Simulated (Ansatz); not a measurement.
# FGeH3S: rigid scan of one bond length from a Python script

How does the energy of FGeH3S change as one bond is stretched? Wanted for FGeH3S: a rigid scan of one bond length. SMILES: [F][GeH2][SH].

Program: Ansatz 0.2.0 through its Python package. Level of theory: CAM-B3LYP/def2-SVP. These are calculated values, not measurements.

### Step 1. Starting point

Bond lengths: F1–Ge2 1.697 Å, Ge2–S3 2.194 Å, Ge2–H4 1.539 Å, Ge2–H5 1.561 Å, S3–H6 1.424 Å. Angles: F1–Ge2–S3 108.4°, F1–Ge2–H4 111.9°, F1–Ge2–H5 110.9°, S3–Ge2–H4 108.2°, S3–Ge2–H5 110.0°, H4–Ge2–H5 107.5°, Ge2–S3–H6 92.7°.

The script holds or builds the structure itself.

### Step 2. Script

scan_fgeh3s.py reads:

```python
# -*- coding: utf-8 -*-
import logging
import sys

import ansatz as az
import numpy as np

logging.basicConfig(stream=sys.stdout, format="%(levelname)s %(message)s")
logger = logging.getLogger("calc")
logger.setLevel(logging.INFO)


def main():
    system = (
        az.Crystal.molecule()
        .atom("F", [-2.0199, 0.5282, 0.0546])
        .atom("Ge", [-0.4337, 0.0415, -0.3035])
        .atom("S", [0.7479, 0.1225, 1.5438])
        .atom("H", [-0.3838, -1.3985, -0.844])
        .atom("H", [0.2032, 0.9701, -1.3852])
        .atom("H", [1.9284, -0.3279, 0.888])
    )

    symbols = [site.symbol for site in system.cartesian_sites]
    start = np.array([site.position_ang for site in system.cartesian_sites])
    axis = (start[0] - start[1]) / np.linalg.norm(start[0] - start[1])
    moving = [0]
    lengths, energies = [1.44, 1.56, 1.7, 1.87, 2.12, 2.55, 3.06, 3.73], []
    for length in lengths:
        xyz = start.copy()
        xyz[moving] += (length - np.linalg.norm(start[0] - start[1])) * axis
        point = az.Crystal.molecule()
        for symbol, place in zip(symbols, xyz):
            point = point.atom(symbol, place.tolist())
        calculation = (
            point.calculation()
            .basis(gaussian="def2-SVP")
            .functional("CAM-B3LYP")
            .spin("collinear")
        )
        summary = calculation.run(threads=1, pin="off").report
        energies.append(summary["free_energy_ev"])
        logger.info(f"r = {length:6.3f} A  E = {energies[-1]:.5f} eV  <S^2> = {abs(summary['mean_field']['state']['spin_squared']):.3f}")

    print("energy above the lowest point (eV):", [round(e - min(energies), 3) for e in energies])


if __name__ == "__main__":
    main()
```

### Step 3. What the engine is handed

The package turns the script's settings into the engine's input (first run):

```yaml
crystal:
  periodic: [false, false, false]
  atoms:
    - { symbol: F, position_ang: [-1.7793683410241299, 0.45439672271872655, 0.00029765030938152387] }
    - { symbol: Ge, position_ang: [-0.4337, 0.0415, -0.3035] }
    - { symbol: S, position_ang: [0.7479, 0.1225, 1.5438] }
    - { symbol: H, position_ang: [-0.3838, -1.3985, -0.844] }
    - { symbol: H, position_ang: [0.2032, 0.9701, -1.3852] }
    - { symbol: H, position_ang: [1.9284, -0.3279, 0.888] }
basis:
  gaussian:
    orbitals: def2-SVP
hamiltonian:
  xc: cam_b3lyp
magnetization:
  spin_polarized: true
```

### Step 4. Running it

The run is started by

```bash
$ python scan_fgeh3s.py
```

What it wrote:

```text
INFO r =  1.440 A  E = -70108.48017 eV  <S^2> = 0.000
INFO r =  1.560 A  E = -70110.12571 eV  <S^2> = 0.000
INFO r =  1.700 A  E = -70110.70467 eV  <S^2> = 0.000
INFO r =  1.870 A  E = -70110.46589 eV  <S^2> = 0.000
INFO r =  2.120 A  E = -70109.42162 eV  <S^2> = 0.000
INFO r =  2.550 A  E = -70107.45782 eV  <S^2> = 0.000
INFO r =  3.060 A  E = -70106.05536 eV  <S^2> = 0.551
INFO r =  3.730 A  E = -70105.40927 eV  <S^2> = 0.851
energy above the lowest point (eV): [2.225, 0.579, 0.0, 0.239, 1.283, 3.247, 4.649, 5.295]
```

Run time: 60 s. Hardware: 1 thread of Arm Neoverse V1, shared host; peak memory 0.34 GiB.

### Step 5. What changed from run to run

The engine's inputs for some of the other runs:

Run 3, against run 1:

```diff
@@ -4 +4 @@
-    - { symbol: F, position_ang: [-1.7793683410241299, 0.45439672271872655, 0.00029765030938152387] }
+    - { symbol: F, position_ang: [-2.0223362359312644, 0.5289475198762744, 0.055150003837464295] }
```

Run 5, against run 1:

```diff
@@ -4 +4 @@
-    - { symbol: F, position_ang: [-1.7793683410241299, 0.45439672271872655, 0.00029765030938152387] }
+    - { symbol: F, position_ang: [-2.414822835396636, 0.6493757306692364, 0.14375765184436726] }
```

Run 7, against run 1:

```diff
@@ -4 +4 @@
-    - { symbol: F, position_ang: [-1.7793683410241299, 0.45439672271872655, 0.00029765030938152387] }
+    - { symbol: F, position_ang: [-3.2932452246762765, 0.9189055357772941, 0.3420700069074357] }
```

### Step 6. The runs side by side

From the records of these 8 runs:

| run | distance (Å) | energy from run 3 (eV) | <S²> | SCF cycles | CPU time (s) |
| --- | --- | --- | --- | --- | --- |
| 1 | 1.44 | 2.2245 | 0.00 | 15 | 4.4 |
| 2 | 1.56 | 0.5790 | 0.00 | 16 | 4.3 |
| 3 | 1.70 | 0.0000 | 0.00 | 17 | 4.4 |
| 4 | 1.87 | 0.2388 | 0.00 | 17 | 4.4 |
| 5 | 2.12 | 1.2830 | 0.00 | 17 | 4.4 |
| 6 | 2.55 | 3.2469 | 0.00 | 27 | 7 |
| 7 | 3.06 | 4.6493 | 0.55 | 61 | 15 |
| 8 | 3.73 | 5.2954 | 0.85 | 57 | 15 |

### Step 7. Outcome

| quantity | value |
| --- | --- |
| runs compared | 8 |
| range of energy | 5.295 eV |
| lowest point, distance (Å) | 1.70 |

In words: The curve has its lowest point inside the range, at 1.70. The ends stand 2.22 and 5.3 eV above it. The distance scanned is the script's pair 1, 0. <S²> moves from 0.00 to 0.85: along the scan the mean field breaks spin symmetry. Notes:
- The rest of the molecule is held rigid at a force-field or estimated start geometry, and the basis set is modest; single-reference methods fail as a bond breaks.
